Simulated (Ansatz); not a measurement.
# SnGe2P2: a trial structure relaxed

Aim: relax a trial structure of SnGe2P2 and see where it ends.

Program: Ansatz 0.2.0. Level of theory: DFT PBE, scalar-relativistic, plane waves, PAW. These are calculated values, not measurements.

## 1. The starting structure

Symmetry: I4/mmm, No. 139, tetragonal system. The conventional cell has a = 5.451 Å, b = 5.451 Å, c = 4.591 Å, α = 90.00°, β = 90.00°, γ = 90.00°. Around Sn (site symmetry 4/mmm) lie 4 Ge at 2.73 Å and 8 P at 2.96 Å. Ge (site symmetry mmm) has 2 P at 1.15 Å in its first shell of neighbours. Around P (site symmetry -4m2) lie 2 Ge at 1.15 Å.

Structure file:

```xyz
5
Lattice="-2.7254 2.7254 2.2955 2.7254 -2.7254 2.2955 2.7254 2.7254 -2.2955" Properties=species:S:1:pos:R:3 pbc="T T T"
Sn    0.0000    0.0000    0.0000
Ge    0.0000    2.7254    0.0000
Ge    2.7254    0.0000    0.0000
P     0.0000    2.7254    1.1477
P     2.7254    0.0000    1.1477
```

The cell is invented: random cell by space group and Wyckoff sites (I4/mmm, No. 139). Lengths come from tabulated atomic sizes and are only a guess.

## 2. A first look at the guess

The input, input.yaml:

```yaml
crystal:
  lattice:
    - [-2.72541019, 2.72541019, 2.29548984]
    - [2.72541019, -2.72541019, 2.29548984]
    - [2.72541019, 2.72541019, -2.29548984]
  atoms:
    - { symbol: Sn, position: [0.0, 0.0, 0.0] }
    - { symbol: Ge, position: [0.5, 0.0, 0.5] }
    - { symbol: Ge, position: [0.0, 0.5, 0.5] }
    - { symbol: P, position: [0.75, 0.25, 0.5] }
    - { symbol: P, position: [0.25, 0.75, 0.5] }
basis:
  ecutwfc: 420
kpoints:
  mp_grid: { grid: [6, 6, 6] }
hamiltonian:
  xc: pbe
scf:
  occupations: { method: gaussian, width: 0.1 }
  lower_state_search: "off"
output:
  forces: true
  stress: true
  eigenvalues: true
```

Launch:

```
$ ansatz run input.yaml --threads 1 --pin off --max-ram 2560MiB --backend cpu --events-out ev --progress --plain --runs-dir out
```

The session goes on with these runs: rough relaxation on the coarse mesh; final relaxation.

What does the calculation give? Wanted: conventional cell; volume; energy over the elements, grey Sn, black P; gap on the mesh.

**Answer**, as computed:

```
                                  quantity                                                                      value
    symmetry at the end (tolerance 0.05 Å)                                               space group I4/mmm (No. 139)
                         conventional cell  a = 5.684 Å, b = 5.684 Å, c = 9.242 Å, α = 90.00°, β = 90.00°, γ = 90.00°
                                    volume                                                              29.86 Å³/atom
energy over the elements, grey Sn, black P                                                              +0.85 eV/atom
                           gap on the mesh                                                               none (metal)
```

What this shows: The space group I4/mmm (No. 139) is kept, and the volume per atom grows by 118.9 % from the first guess. The formation energy is positive, so the separate elements lie lower. No finished test with a distortion of lower symmetry is shown, so the end may be a saddle point.
